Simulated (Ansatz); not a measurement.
# CH7O2Si2 radical: basis-set convergence

Aim: see how fast density functionals converge with the basis set for CH7O2Si2 radical.

The runs use Ansatz 0.2.0, Gaussian basis; one geometry, several basis sets.

Plan: PBE0-D4/def2-SVP; ωB97M-V/def2-SVP; PBE0-D4/def2-QZVPP; ωB97M-V/def2-QZVPP; the functionals' def2-TZVPP values are taken from earlier runs.

## (1) Structure used throughout

The geometry comes from an earlier relaxation with PBE0-D4 in a triple-zeta def2 set; it is a stationary point, not always the lowest conformer.

SMILES `O[SiH]C[SiH2]O`, 12 atoms, charge 0, spin multiplicity 2.

Atoms are counted from 1 here; the program's logs count them from 0.

Bond lengths: O1–Si2 1.657 Å, O1–H6 0.958 Å, Si2–C3 1.877 Å, Si2–H7 1.491 Å, C3–Si4 1.870 Å, C3–H8 1.097 Å, C3–H9 1.095 Å, Si4–O5 1.651 Å, Si4–H10 1.491 Å, Si4–H11 1.481 Å, O5–H12 0.958 Å. Angles: Si2–O1–H6 117.8°, O1–Si2–C3 112.1°, O1–Si2–H7 104.2°, C3–Si2–H7 109.9°, Si2–C3–Si4 112.6°, Si2–C3–H8 107.0°, Si2–C3–H9 110.5°, Si4–C3–H8 109.5°, Si4–C3–H9 109.9°, H8–C3–H9 107.3°, C3–Si4–O5 113.2°, C3–Si4–H10 107.9°, C3–Si4–H11 110.3°, O5–Si4–H10 110.3°, O5–Si4–H11 104.9°, H10–Si4–H11 110.2°, Si4–O5–H12 117.9°.

## (2) PBE0-D4 in def2-SVP

Contents of in.yaml:

```yaml
crystal:
  periodic: [false, false, false]
  atoms:
    - {symbol: O, position_ang: [0.729121, 2.017744, 1.342140]}
    - {symbol: Si, position_ang: [-0.071894, 0.662565, 1.859326]}
    - {symbol: C, position_ang: [-0.793192, -0.318632, 0.430468]}
    - {symbol: Si, position_ang: [0.406114, -0.503444, -0.992241]}
    - {symbol: O, position_ang: [-0.062566, -1.640068, -2.093899]}
    - {symbol: H, position_ang: [0.245880, 2.642937, 0.799779]}
    - {symbol: H, position_ang: [0.978211, -0.140985, 2.548137]}
    - {symbol: H, position_ang: [-1.051894, -1.310033, 0.821118]}
    - {symbol: H, position_ang: [-1.721114, 0.144147, 0.078329]}
    - {symbol: H, position_ang: [0.546496, 0.826946, -1.649976]}
    - {symbol: H, position_ang: [1.721983, -0.970127, -0.498602]}
    - {symbol: H, position_ang: [-0.849948, -1.466247, -2.610479]}
basis:
  gaussian: {orbitals: def2-SVP}
magnetization: {spin_polarized: true, initial_magnetization: 1}
hamiltonian: {xc: pbe0, dispersion: d4}
output: {orbitals: {seedname: orbitals}}
```

Further steps of the session: ωB97M-V in def2-SVP; PBE0-D4 in def2-QZVPP; ωB97M-V in def2-QZVPP.

**Question.** What will the summary of the whole plan be? Wanted: PBE0-D4: double and triple zeta above quadruple; ωB97M-V: double and triple zeta above quadruple.

As calculated:

| quantity | value |
| --- | --- |
| PBE0-D4: double and triple zeta above quadruple | 13.14, 0.86 eV |
| ωB97M-V: double and triple zeta above quadruple | 13.30, 0.81 eV |

What this shows: PBE0-D4 gains 12.27 eV from double to triple zeta, then 0.86 eV more. These are total energies; as a rule much of such shifts cancels in differences, which this series doesn't test.
